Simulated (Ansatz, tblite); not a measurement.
**GeHMe2(tBu) (C6H16Ge): rung by rung**

The task here is to estimate one member of a computed series from the others.

Method: as each input shows; program: Ansatz 0.2.0, Gaussian basis.

The runs, in order: GFN1-xTB, GFN2-xTB, PBE-D4/def2-TZVP, r2SCAN-D4/def2-TZVP, r2SCAN0-D4/def2-TZVP, B3LYP-D4/def2-TZVP, CAM-B3LYP-D4/def2-TZVP, PBE-D4/def2-SVP, PBE0-D4/def2-SVP, HF/STO-3G, MP2/def2-TZVP, RPA/def2-TZVP.

2 further runs of the same task are left out: 2 set aside as unsound or not needed. Runs told in other sessions of the task aren't counted.

## The relaxed structure

The singlet was relaxed beforehand with r2SCAN-D4/def2-SVP.

23 atoms, charge 0, spin multiplicity 1.

Bond lengths: C1–Ge7 1.960 Å, C1–H9 1.101 Å, C1–H10 1.101 Å, C1–H11 1.101 Å, C2–Ge7 1.960 Å, C2–H12 1.101 Å, C2–H13 1.101 Å, C2–H14 1.101 Å, C3–C4 1.533 Å, C3–C5 1.533 Å, C3–C6 1.533 Å, C3–Ge7 1.992 Å, C4–H15 1.107 Å, C4–H16 1.103 Å, C4–H17 1.103 Å, C5–H18 1.103 Å, C5–H19 1.103 Å, C5–H20 1.107 Å and more. Angles: Ge7–C1–H9 110.2°, Ge7–C1–H10 110.6°, Ge7–C1–H11 111.3°, H9–C1–H10 108.1°, H9–C1–H11 108.1°, H10–C1–H11 108.5°, Ge7–C2–H12 111.4°, Ge7–C2–H13 110.5°, Ge7–C2–H14 110.2°, H12–C2–H13 108.5°, H12–C2–H14 108.1°, H13–C2–H14 108.1°, C4–C3–C5 109.9°, C4–C3–C6 109.9°, C4–C3–Ge7 109.5°, C5–C3–C6 109.8°, C5–C3–Ge7 108.8°, C6–C3–Ge7 109.0° and more.

PBE0-D4/def2-TZVP was run before; its log isn't repeated, and its numbers join the tables.

Set-up of the first run:

Tight binding, by tblite at 300 K electronic temperature and without a spin-polarisation term:

```python
tblite.interface.Calculator('GFN1-xTB', numbers, positions, charge=0, uhf=0).singlepoint()
```

Tight binding, by tblite at 300 K electronic temperature and without a spin-polarisation term:

```python
tblite.interface.Calculator('GFN2-xTB', numbers, positions, charge=0, uhf=0).singlepoint()
```

start.molden holds the orbitals of an earlier run on this state, given as this run's starting guess.

File in.yaml:

```yaml
crystal:
  periodic: [false, false, false]
  atoms:
    - {symbol: C, position_ang: [2.344987, 0.895509, -0.015602]}
    - {symbol: C, position_ang: [-0.432669, 2.468869, 0.049926]}
    - {symbol: C, position_ang: [-0.443072, -0.781034, 0.004568]}
    - {symbol: C, position_ang: [-0.644087, -0.693312, -1.512163]}
    - {symbol: C, position_ang: [-1.802879, -0.873044, 0.705899]}
    - {symbol: C, position_ang: [0.402600, -2.012216, 0.348238]}
    - {symbol: Ge, position_ang: [0.500574, 0.851799, 0.644897]}
    - {symbol: H, position_ang: [0.519229, 0.815878, 2.193316]}
    - {symbol: H, position_ang: [2.845551, 1.818090, 0.317488]}
    - {symbol: H, position_ang: [2.363669, 0.874468, -1.116711]}
    - {symbol: H, position_ang: [2.923443, 0.037674, 0.359452]}
    - {symbol: H, position_ang: [-1.482011, 2.471390, 0.382665]}
    - {symbol: H, position_ang: [-0.414904, 2.542456, -1.048626]}
    - {symbol: H, position_ang: [0.058665, 3.364229, 0.461493]}
    - {symbol: H, position_ang: [-1.152302, -1.601821, -1.887769]}
    - {symbol: H, position_ang: [-1.268211, 0.170924, -1.794892]}
    - {symbol: H, position_ang: [0.314422, -0.609036, -2.052246]}
    - {symbol: H, position_ang: [-2.439494, 0.001059, 0.487311]}
    - {symbol: H, position_ang: [-1.694083, -0.944767, 1.801110]}
    - {symbol: H, position_ang: [-2.352950, -1.771952, 0.367720]}
    - {symbol: H, position_ang: [0.591619, -2.091524, 1.432530]}
    - {symbol: H, position_ang: [1.379039, -1.995667, -0.164184]}
    - {symbol: H, position_ang: [-0.117165, -2.937981, 0.035597]}
basis:
  gaussian: {orbitals: def2-TZVP, initial_orbitals: start.molden}
hamiltonian: {xc: pbe, dispersion: d4}
scf: {omitted_lower_state_checks: [starts]}
output: {forces: true, orbitals: {seedname: orbitals}}
```

On the command line:

```
> ansatz run in.yaml --threads 4 --pin off --events-out ev --progress --plain --max-ram 4787MiB
```

Steps of the session up to this table: PBE-D4/def2-TZVP; r2SCAN-D4/def2-TZVP; r2SCAN0-D4/def2-TZVP; B3LYP-D4/def2-TZVP; CAM-B3LYP-D4/def2-TZVP; PBE-D4/def2-SVP; PBE0-D4/def2-SVP; HF/STO-3G; MP2/def2-TZVP; RPA/def2-TZVP.

One table of the session follows, with a row left open; its other results are not shown here.

It belongs to the step «Binding energy». 

| level | binding an atom (eV) |
| --- | --- |
| HF/STO-3G | 3.885 |
| HF/def2-TZVP | 2.969 |
| PBE-D4/def2-SVP | 3.995 |
| PBE-D4/def2-TZVP | 3.969 |
| r2SCAN-D4/def2-TZVP | 3.927 |
| B3LYP-D4/def2-TZVP | ? |
| PBE0-D4/def2-SVP | 3.968 |
| PBE0-D4/def2-TZVP | 3.936 |
| r2SCAN0-D4/def2-TZVP | 3.899 |
| CAM-B3LYP-D4/def2-TZVP | 3.933 |
| MP2/def2-TZVP | 3.822 |

Estimate the missing values for B3LYP-D4/def2-TZVP.

As computed: binding an atom (eV): 3.918. In the column «binding an atom (eV)» it lies between r2SCAN0-D4/def2-TZVP (3.899) and r2SCAN-D4/def2-TZVP (3.927).

Limits of these values: Free atoms were run apart at each level; binding is atoms less cluster, divided by the number of atoms, without zero-point or spin-orbit terms.
